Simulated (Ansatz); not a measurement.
**GaSb3: equation of state with PBEsol**

GaSb3:

```xyz
4
Lattice="0.0000 3.7306 3.7306 3.7306 0.0000 3.7306 3.7306 3.7306 0.0000" Properties=species:S:1:pos:R:3 pbc="T T T"
Sb    3.7306    3.7306    3.7306
Sb    5.5959    5.5959    5.5959
Sb    1.8653    1.8653    1.8653
Ga    0.0000    0.0000    0.0000
```

The cell comes from a database or a generator and needn't be the stable form of this composition.

```json
{"Program": "Ansatz 0.2.0", "Task": "equation of state", "Functional": "PBEsol", "Potentials or basis": "Ansatz PAW", "Cutoff": "420 eV", "Density cutoff": "1680 eV", "k mesh": "6 × 6 × 6", "Occupations": "fermi-dirac, width 0.05 eV", "Spin": "no spin polarisation"}
```

The equilibrium volume is 24.20 Å³/atom (rough: see the caveat). The bulk modulus is 56 GPa (rough).

Energy against volume, from the lowest point:
```
volume (Å³/atom)  energy (meV/atom)
          24.402               0.00
          24.922               3.26
          25.441               9.99
          25.960              19.74
          26.479              32.21
          26.998              47.17
          27.518              64.41
```

All runs of the series together: 18 s on 2 threads of Arm Neoverse V1, on a shared host.

Caveat: the minimum lies outside the volumes run. The run has no spin-orbit coupling, so splittings on Sb are missing.
